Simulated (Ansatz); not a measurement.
The system is Se3Br.

```
Br Se
1.0
    -1.90124    1.90124    8.48190
     1.90124   -1.90124    8.48190
     1.90124    1.90124   -8.48190
Br Se
1 3
Direct
  0.00000 0.00000 0.00000
  0.50000 0.50000 0.00000
  0.75000 0.25000 0.50000
  0.25000 0.75000 0.50000
```

The cell comes from a database or a generator and needn't be the stable form of this composition.

* Program: Ansatz 0.2.0
* Task: single point
* Functional: PBE
* Potentials or basis: Ansatz PAW
* Cutoff: 420 eV (not typed: the program's choice for these potentials)
* k mesh: 10 × 10 × 10
* Occupations: fermi-dirac, width 0.05 eV
* Spin: no spin polarisation

On this cell: pressure 0.0 GPa; largest force under 0.003 eV/Å; band gap on the k mesh none (metal or under the smearing width).

The same run follows on a disturbed copy (atoms moved at random, drawn with an rms of 0.05 Å):

```xyz
4
Lattice="-1.9012 1.9012 8.4819 1.9012 -1.9012 8.4819 1.9012 1.9012 -8.4819" Properties=species:S:1:pos:R:3 pbc="T T T"
Br    0.0091   -0.0336   -0.0257
Se   -0.0255    0.0043    8.4244
Se    0.0391    1.9672    4.1940
Se    1.8911   -0.0016    4.2072
```

What changes?

The energy (extrapolated to zero smearing) moves by +4.0 meV/atom; pressure 0.1 GPa; largest force 0.373 eV/Å; band gap on the k mesh none (metal or under the smearing width).

Forces on the atoms (eV/Å):
```
Br  -0.251  0.276  0.012
Se   0.251 -0.275 -0.012
Se  -0.099 -0.138 -0.004
Se   0.099  0.137  0.004
```

Stress tensor (GPa, compression positive):
```
 0.09  0.06 -0.01
 0.06  0.09  0.02
-0.01  0.02  0.12
```

Caveats: an odd number of electrons without spin polarisation forces a metal; a magnetic or distorted state may lie lower.
